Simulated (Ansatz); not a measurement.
# Al2FH5O2: the cost of one run

All numbers below are computed with Ansatz 0.2.0 (RKS PBE-D4/def2-SVP).

### Step 1. The structure to begin with

Bond lengths: Al1–F2 2.040 Å, Al1–H3 1.560 Å, Al1–O4 1.780 Å, O4–H5 1.010 Å, Al1–O6 2.080 Å, O6–Al7 1.780 Å, Al7–H8 1.560 Å, Al7–H9 1.560 Å. Angles: F2–Al1–H3 120.0°, F2–Al1–O4 120.0°, F2–Al1–O6 71.6°, H3–Al1–O4 120.0°, H3–Al1–O6 105.4°, O4–Al1–O6 92.8°, Al1–O4–H5 109.5°, Al1–O6–Al7 125.0°, O6–Al7–H8 120.0°, O6–Al7–H9 120.0°, H8–Al7–H9 120.0°.

As a file:

```xyz
10

Al    0.0000    0.0000    0.0000
F     0.0000    0.0000    2.0400
H     1.3510    0.0000   -0.7800
O    -1.5415    0.0000   -0.8900
H    -2.0512   -0.8467   -0.6815
O    -0.2602    1.9567    0.6559
Al   -1.7608    2.8990    0.4873
H    -3.0134    2.2572   -0.1857
H    -1.8235    4.3665    1.0126
H    -0.1574    1.1840    1.7520
```

### Step 2. A restrained relaxation towards end A

Springs on the bonds that form and break draw the guess towards this end; the thresholds are loose.

The input, input.yaml:

```yaml
crystal:
  periodic: [false, false, false]
  atoms:
    - { symbol: Al, position_ang: [0.0, 0.0, 0.0] }
    - { symbol: F, position_ang: [0.0, 0.0, 2.04] }
    - { symbol: H, position_ang: [1.351, 0.0, -0.78] }
    - { symbol: O, position_ang: [-1.5415, 0.0, -0.89] }
    - { symbol: H, position_ang: [-2.0512, -0.8467, -0.6815] }
    - { symbol: O, position_ang: [-0.2602, 1.9567, 0.6559] }
    - { symbol: Al, position_ang: [-1.7608, 2.899, 0.4873] }
    - { symbol: H, position_ang: [-3.0134, 2.2572, -0.1857] }
    - { symbol: H, position_ang: [-1.8235, 4.3665, 1.0126] }
    - { symbol: H, position_ang: [-0.1574, 1.184, 1.752] }
basis:
  gaussian: { orbitals: def2-SVP }
hamiltonian:
  xc: pbe
  dispersion: d4
relax:
  f_tol: 0.15
  max_steps: 25
  restrain:
    - { distance: [0, 5], at: 2.98, k: 30.0 }
    - { distance: [9, 1], at: 2.12, k: 30.0 }
    - { distance: [0, 1], at: 1.69, k: 30.0 }
    - { distance: [9, 5], at: 1.01, k: 30.0 }
```

The run is started by

```sh
$ ansatz run input.yaml --threads 2 --pin off --max-ram 3072MiB --backend cpu --events-out ev --progress --plain --runs-dir out
```

What time and memory should one allow on 2 threads of Intel Xeon Platinum 8375C at 2.90GHz (Ice Lake), shared host?

About 35 s, with a peak of 0.16 GiB.
